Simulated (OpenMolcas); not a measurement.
# KT2/def2-TZVP (core potential) run of CH2FI (fluoroiodomethane)

What is the vertical electron affinity of CH2FI (fluoroiodomethane) at KT2/def2-TZVP (core potential)? 

Program for the calculation: OpenMolcas 26.06.

### 1 The structure to begin with

The species is CH2FI (5 atoms), meant as a singlet with charge 0. As SMILES, `FCI`. The coordinates come from a PBE0-D4/def2-TZVP relaxation.

Bond lengths: F1–C2 1.353 Å, C2–I3 2.142 Å, C2–H4 1.088 Å, C2–H5 1.088 Å. Angles: F1–C2–I3 111.0°, F1–C2–H4 109.9°, F1–C2–H5 109.9°, I3–C2–H4 106.6°, I3–C2–H5 106.6°, H4–C2–H5 112.7°.

### 2 Energy and gradient at KT2/def2-TZVP (core potential)

job.input

```
* CH2FI Kohn-Sham DFT

&GATEWAY
 BasLib=$CurrDir
 Coord
 5
 angstrom
 F        1.196300       0.710900      -0.175500
 C        0.160600      -0.114100       0.103400
 I       -1.632300       0.547900      -0.864200
 H        0.368100      -1.112000      -0.277200
 H       -0.042700      -0.106200       1.172200
 Basis=def2-TZVP
 Group=NoSym

&SEWARD
 GridInput
 Grid=Fine
 End of Grid

&SCF
 KSDFT=KT2
 PrOrbitals=0

&ALASKA
```

The basis set def2-TZVP is read from a file made from the Basis Set Exchange's data (not shown).

The run is started by

```sh
$ export MOLCAS_MEM=1860
$ pymolcas job.input > job.log
```

The program printed:

```text
--- Start Module: gateway ---
[...]
--- Stop Module: gateway /rc=_RC_ALL_IS_WELL_ ---
[...]
      Basis functions          124
[...]
--- Start Module: scf ---
[...]
       Convergence after  16 Iterations
[...]
::    Total KS-DFT energy                            -440.5732095733
[...]
      Total spin, S                                     0.0000000000
[...]
      Total electronic charge=   42.000000
      Total            charge=   -0.000000
[...]
      Dipole Moment (debye):
      Origin of the operator (angstrom)=   -1.1391    0.5030   -0.6932
                   X=  1.4002E-01               Y= -1.2524E+00               Z=  9.0876E-01           Total=  1.5537E+00
      Quadrupole Moment (debye*angstrom):
[...]
--- Stop Module: scf /rc=_RC_ALL_IS_WELL_ ---
[...]
--- Start Module: alaska ---
[...]
 *              Molecular gradients               *
 **************************************************
  Irreducible representation: a
 ------------------------------------------------------------------------------------------
                              X                       Y                       Z
 ------------------------------------------------------------------------------------------
  F1               -4.18635816088830E-03   -3.66680618371706E-03    1.36240242585706E-03
  C2                3.81979458003512E-03    8.49792796566717E-03   -4.82233824944522E-03
  I3                1.51030582351552E-05   -1.07689016721313E-04    7.82643774526193E-05
  H4                7.98385890134146E-04   -3.89330511540020E-03   -5.15845506480650E-04
  H5               -4.46925367715068E-04   -8.30127649787848E-04    3.89751695263385E-03
 ------------------------------------------------------------------------------------------
--- Stop Module: alaska /rc=_RC_ALL_IS_WELL_ ---
[...]
```

Run time: 35 s. Hardware: 1 thread of Arm Neoverse V1, shared host; peak memory 0.82 GiB.

### 3 The doublet anion

job.inp

```
>>> EXPORT MOLCAS_PRINT=2

&gateway
 baslib=$CurrDir
 coord
 5
 angstrom
 F        1.196300       0.710900      -0.175500
 C        0.160600      -0.114100       0.103400
 I       -1.632300       0.547900      -0.864200
 H        0.368100      -1.112000      -0.277200
 H       -0.042700      -0.106200       1.172200
 basis=def2-TZVP
 group=NoSym

&seward
 gridinput
 Grid=Fine
 End of Grid

&scf
 uhf
 charge=-1
 spin=2
 ksdft=KT2
 prorbitals=0

&alaska
```

The basis set def2-TZVP is read from a file made from the Basis Set Exchange's data (not shown).

The run is started by

```sh
$ export MOLCAS_MEM=1860
$ pymolcas job.inp > job.log
```

The program printed:

```text
--- Start Module: gateway ---
[...]
--- Stop Module: gateway /rc=_RC_ALL_IS_WELL_ ---
[...]
      Basis functions          124
[...]
--- Start Module: scf ---
[...]
       Convergence after  19 Iterations
[...]
::    Total KS-DFT energy                            -440.5467006053
[...]
      Total spin, S                                     0.5012113335
[...]
      Total electronic charge=   43.000000
      Total            charge=   -1.000000
[...]
      Dipole Moment (debye):
      Origin of the operator (angstrom)=   -1.1391    0.5030   -0.6932
                   X=  2.3892E-01               Y= -3.1152E-01               Z=  2.8389E-01           Total=  4.8448E-01
      Center of Charge (angstrom)
[...]
--- Stop Module: scf /rc=_RC_ALL_IS_WELL_ ---
[...]
--- Start Module: alaska ---
[...]
 *              Molecular gradients               *
 **************************************************
  Irreducible representation: a
 ------------------------------------------------------------------------------------------
                              X                       Y                       Z
 ------------------------------------------------------------------------------------------
  F1               -2.97049864788708E-02   -2.07133622488369E-02    5.95793696059471E-03
  C2               -2.30300180370134E-02    3.57251924942661E-02   -3.13273474755413E-02
  I3                6.16770210522404E-02   -2.35305734060742E-02    3.38113011820473E-02
  H4               -5.03670929773392E-03    5.63758114770341E-03   -2.23412746001328E-03
  H5               -3.90530723868909E-03    2.88116201294336E-03   -6.20776320707339E-03
 ------------------------------------------------------------------------------------------
--- Stop Module: alaska /rc=_RC_ALL_IS_WELL_ ---
[...]
```

It took 44 s on 1 thread of Arm Neoverse V1, shared host; peak memory 0.82 GiB.

### 4 What came out

Level: KT2/def2-TZVP (core potential).

| quantity | value |
| --- | --- |
| singlet CH2FI: total energy | -440.57321 Eh |
| singlet CH2FI: dipole moment | 1.55 D |
| singlet CH2FI: HOMO energy | -6.47 eV |
| singlet CH2FI: LUMO energy | -2.03 eV |
| singlet CH2FI: HOMO–LUMO gap | 4.44 eV |
| singlet CH2FI: largest force on an atom | 0.539 eV/Å |
| doublet anion: total energy | -440.54670 Eh |
| doublet anion: HOMO energy (highest over α and β) | 3.37 eV |
| doublet anion: LUMO energy (lowest over α and β) | 4.37 eV |
| doublet anion: ⟨S²⟩ | 0.752 |
| doublet anion: largest force on an atom | 3.814 eV/Å |
| vertical electron affinity (to the doublet anion) | -0.721 eV |

**Reading.** The anion lies 0.72 eV (69.6 kJ/mol) above the neutral: the electron isn't bound at this level, and such a value depends on the basis. Without diffuse functions anions come out too high. The largest force (singlet CH2FI) is 0.54 eV/Å: the shape isn't a stationary point for this species at this level. Mulliken charges (singlet CH2FI) run from -0.16 on F1 to +0.15 on H4. Mulliken charges (doublet anion) run from -0.76 on I3 to +0.10 on C2; they depend strongly on the basis. The HOMO (doublet anion) lies at positive energy, 3.37 eV, as semi-local functionals often give for anions; only total energies tell whether the electron is bound.
